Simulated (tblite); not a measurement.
# C7H11FOSi: the cost of one run

The runs use tblite 0.8.0 and PySCF 2.14.0, with density-fitted response routines of our own; the level of theory stands in each step. All values are computed, except where a source is named. Atoms count from 0, in the outputs and in this text.

### 1 The molecule as given

21 atoms, charge 0, multiplicity 1; geometry from: force field or distance geometry start.

Bonds of the start (Å): C0–C1 1.34, C1–C2 1.50, C2–O3 1.40, O3–Si4 1.72, Si4–F5 1.69, C2–C6 1.51, C6–C7 1.49, C7–C8 1.51, C8–C9 1.53, C6–C1 1.47, C9–C7 1.48, C0–H10 1.10, C0–H11 1.08, C2–H12 1.10, Si4–H13 1.46, Si4–H14 1.47, C6–H15 1.11, C7–H16 1.12, C8–H17 1.11, C8–H18 1.09, C9–H19 1.10, C9–H20 1.13.

### 2 Optimising the geometry with GFN2-xTB

Job settings and geometry (Å):

```
{"job": {"kind": "relax", "xc": "GFN2-xTB", "basis": "xTB"}, "charge": 0, "multiplicity": 1}
C      0.414400    -0.376500     2.434500
C      0.370900    -0.427300     1.095700
C      0.964300    -0.091500    -0.242200
O      2.075700    -0.835800    -0.660500
Si     3.179900     0.215100    -1.456600
F      3.565000     1.422200    -0.341900
C     -0.296400    -0.908900    -0.127200
C     -1.534700    -0.236200    -0.618900
C     -2.769000    -0.191800     0.245700
C     -2.014400     1.082000    -0.137200
H     -0.399900    -0.890500     2.973200
H      1.190700     0.159300     2.956400
H      0.916800     0.984900    -0.463000
H      2.570700     0.730500    -2.681800
H      4.349700    -0.607800    -1.807700
H     -0.213900    -1.982600    -0.400100
H     -1.774800    -0.479700    -1.686100
H     -2.709900    -0.447900     1.322200
H     -3.711700    -0.408100    -0.262700
H     -1.595500     1.604000     0.738500
H     -2.586900     1.703500    -0.880900
```

Run with:

```console
> OMP_NUM_THREADS=1 python probes_run.py task.json out
```

This one command runs all jobs of the session in turn.

Q: Estimate the wall time of this first job on 1 thread of Arm Neoverse N1, shared host.

About 3.2 s.
